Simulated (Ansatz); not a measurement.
# C₂H₅AlO, SMILES C=[C](O)[AlH2]: an atomisation energy

Program: the Python package of Ansatz (0.2.0).

Notebook, run cell by cell (the value of a cell's last expression is shown):

**Cell 1**
```python
from collections import Counter

import ansatz
from ase import Atoms


def single_point(molecule, charge=0, unpaired=0):
    calc = molecule.calculation().basis(gaussian="aug-cc-pVDZ").functional("r2scan")
    if charge:
        calc = calc.charge(charge)
    if unpaired:
        calc = calc.spin("collinear", total=unpaired)
    report = calc.run().report
    if report["published_state_doubts"]:
        print("  doubts:", report["published_state_doubts"])
    return report["free_energy_ev"]
```

**Cell 2**
```python
atoms = Atoms(["C", "C", "O", "Al", "H", "H", "H", "H", "H"], positions=[
    [-0.2884, 1.2696, -0.6676],
    [0.2575, 0.1761, -0.3365],
    [1.4119, -0.1923, -0.9801],
    [-0.4469, -0.9699, 1.0614],
    [0.0949, 1.9398, -1.4633],
    [-1.2583, 1.6431, -0.2055],
    [1.9466, -1.0522, -0.7182],
    [0.246, -2.3257, 1.4627],
    [-1.8748, -0.5348, 1.83],
])
system = ansatz.Crystal.molecule_from_ase(atoms)
```

**Cell 3**
```python
# Hund ground states
unpaired = {"C": 2, "O": 2, "Al": 1, "H": 1}
counts = Counter(site.symbol for site in system.cartesian_sites)
atom_energy = {s: single_point(ansatz.Crystal.molecule().atom(s, (0, 0, 0)), 0, unpaired[s]) for s in counts}
whole = single_point(system, 0, 0)
for s, e in atom_energy.items():
    print(f"{s:2s} x{counts[s]}  {e:14.5f} eV")
print(f"C2H5AlO: {whole:.5f} eV")
split = sum(counts[s] * e for s, e in atom_energy.items()) - whole
print(f"atomisation energy (no zero-point term): {96.485332 * split:.1f} kJ/mol, {split / sum(counts.values()):.3f} eV an atom")
```
Output:
```text
C  x2     -1029.34803 eV
O  x1     -2041.92248 eV
Al x1     -6594.07253 eV
H  x5       -13.59129 eV
C2H5AlO: -10794.91813 eV
atomisation energy (no zero-point term): 3113.6 kJ/mol, 3.586 eV an atom
```

3113.6 kJ/mol from the electronic energies, without the zero-point term.

Caveats:
- Total energies depend on the basis set; only differences at equal settings carry meaning.
- The geometry is a force-field or estimated start, not a minimum of this method, and the basis set is short of its limit. All parts are taken at fixed geometry, without zero-point energy.
- For Al to Cl the sets with a tight d function, cc-pV(X+d)Z, are usual.
- Wall time of the script: 14 s on 1 thread of Arm Neoverse V1, on a shared host, peak memory 0.27 GiB.

(Lines on the test bed's own set-up are left out of the output.)
